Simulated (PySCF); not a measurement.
# Nd(OH)3: other functionals and bases at one geometry

Aim: see how levels, charges and forces of Nd(OH)3 depend on the level of theory. It is a constructed species; whether it can be made isn't addressed.

Program: PySCF 2.14.0. Level of theory: several levels, as the steps say, no spin–orbit coupling. These are calculated values, not measurements.

**1. The starting structure**

7 atoms, charge 0, spin multiplicity 1.

Bond lengths: Nd1–O2 2.113 Å, Nd1–O4 2.113 Å, Nd1–O6 2.113 Å, O2–H3 0.969 Å, O4–H5 0.969 Å, O6–H7 0.969 Å. Angles: O2–Nd1–O4 115.8°, O2–Nd1–O6 115.8°, O4–Nd1–O6 115.8°, Nd1–O2–H3 171.2°, Nd1–O4–H5 171.2°, Nd1–O6–H7 171.2°.

Geometry (Å):

```xyz
7
H3NdO3
Nd    0.0000    0.0000   -0.3793
O     2.0668    0.0000    0.0596
H     2.9722    0.0000    0.4040
O    -1.0334    1.7899    0.0596
H    -1.4861    2.5740    0.4040
O    -1.0334   -1.7899    0.0596
H    -1.4861   -2.5741    0.4040
```

Formal oxidation states: Nd +3. Each metal's 3 4f electrons lie in its core potential, so multiplicities, spins and levels count the valence alone. An earlier session relaxed this geometry at BP86, Nd lcecp-1-SVP with ECP49, O def2-SVP, H def2-SVP (singlet, point group C3v).

At BP86 on the finer grid: E = -261.473128 Eh, HOMO -5.87 eV, LUMO -1.80 eV, Mulliken charge on Nd1 +0.87 e, largest force component 0.016 eV/Å. 

Levels to run: TPSSh; TPSS; PBE; CAM-B3LYP; BP86, TZVP. Hardware: 2 threads of Arm Neoverse V1, shared host.

**2. TPSSh**

run.py (the lines that set the calculation) reads:

```python
mol = gto.M(atom='''
Nd     0.00000     0.00000    -0.37926
O      2.06681     0.00000     0.05961
H      2.97225     0.00000     0.40401
O     -1.03340     1.78991     0.05961
H     -1.48613     2.57404     0.40401
O     -1.03340    -1.78991     0.05961
H     -1.48612    -2.57405     0.40401''',
    basis={'Nd': 'lcecp-1-SVP', 'O': 'def2-SVP', 'H': 'def2-SVP'},
    ecp={'Nd': 'lcecp-1-SVP'},
    charge=0, spin=0)
mf = dft.RKS(mol, xc='TPSSH')
mf.grids.atom_grid = (75, 302)  # f atoms: unpruned, at least (60, 302)
mf = mf.density_fit()  # fitting sets: Nd AutoAux, O def2-universal-JKFIT, H def2-universal-JKFIT
mf.conv_tol = 1e-08; mf.max_cycle = 55
mf.kernel(dm0)  # dm0: the density of the relaxed state
```

Command:

```sh
$ OMP_NUM_THREADS=2 python run.py
```

**3. TPSS**

run.py (the lines that set the calculation): that of step 2 with these lines changed.

```diff
@@ -11,3 +11,3 @@
     charge=0, spin=0)
-mf = dft.RKS(mol, xc='TPSSH')
+mf = dft.RKS(mol, xc='TPSS')
 mf.grids.atom_grid = (75, 302)  # f atoms: unpruned, at least (60, 302)
```

**4. PBE**

run.py (the lines that set the calculation): that of step 3 with these lines changed.

```diff
@@ -11,3 +11,3 @@
     charge=0, spin=0)
-mf = dft.RKS(mol, xc='TPSS')
+mf = dft.RKS(mol, xc='PBE')
 mf.grids.atom_grid = (75, 302)  # f atoms: unpruned, at least (60, 302)
```

**5. CAM-B3LYP**

run.py (the lines that set the calculation): that of step 4 with these lines changed.

```diff
@@ -11,3 +11,3 @@
     charge=0, spin=0)
-mf = dft.RKS(mol, xc='PBE')
+mf = dft.RKS(mol, xc='CAMB3LYP')
 mf.grids.atom_grid = (75, 302)  # f atoms: unpruned, at least (60, 302)
```

**6. BP86, TZVP**

Basis: Nd lcecp-1-TZVP with ECP49, O def2-TZVP, H def2-TZVP. 

run.py (the lines that set the calculation) reads:

```python
mol = gto.M(atom='''
Nd     0.00000     0.00000    -0.37926
O      2.06681     0.00000     0.05961
H      2.97225     0.00000     0.40401
O     -1.03340     1.78991     0.05961
H     -1.48613     2.57404     0.40401
O     -1.03340    -1.78991     0.05961
H     -1.48612    -2.57405     0.40401''',
    basis={'Nd': 'lcecp-1-TZVP', 'O': 'def2-TZVP', 'H': 'def2-TZVP'},
    ecp={'Nd': 'lcecp-1-TZVP'},
    charge=0, spin=0)
mf = dft.RKS(mol, xc='B88,P86')
mf.grids.atom_grid = (75, 302)  # f atoms: unpruned, at least (60, 302)
mf = mf.density_fit()  # fitting sets: Nd AutoAux, O def2-universal-JKFIT, H def2-universal-JKFIT
mf.conv_tol = 1e-08; mf.max_cycle = 55
mf.kernel(dm0)  # dm0: free metal ions and neutral atoms
```

What does the calculation give? Wanted: for each run, HOMO; gap; charge on Nd1; dipole; largest force.

**Answer**, as computed:

| level | state | HOMO (eV) | gap (eV) | charge on Nd1 (e) | dipole (D) | largest force (eV/Å) | basis functions | time |
| --- | --- | --- | --- | --- | --- | --- | --- | --- |
| BP86 (relaxed here) | singlet | -5.87 | 4.08 | 0.87 | 1.37 | 0.02 | 90 | 9.3 s |
| TPSSh | singlet | -6.50 | 5.06 | 1.04 | 1.51 | 0.31 | 90 | 5.7 s |
| TPSS | singlet | -5.84 | 4.16 | 0.97 | 1.44 | 0.11 | 90 | 6 s |
| PBE | singlet | -5.77 | 3.87 | 0.86 | 1.35 | 0.06 | 90 | 4.3 s |
| CAM-B3LYP | singlet | -8.88 | 8.26 | 1.05 | 1.57 | 0.52 | 90 | 5.3 s |
| BP86, TZVP | singlet | -6.21 | 4.38 | 1.59 | 1.62 | 0.31 | 158 | 11 s |

Times are on 2 threads of Arm Neoverse V1, shared host; the first row also made further properties.

In one basis the HOMO–LUMO gap runs from 3.87 eV (PBE) to 8.26 eV (CAM-B3LYP); the widest gap comes with exact exchange. The largest leftover force, 0.52 eV/Å with CAM-B3LYP, stands at a geometry relaxed at another level. The Mulliken charge on Nd spans +0.86 to +1.59 e over the levels. With 4f in the core, its levels are missing from HOMO and gap. Total energies of different levels can't be compared. Spin–orbit coupling is left out throughout.
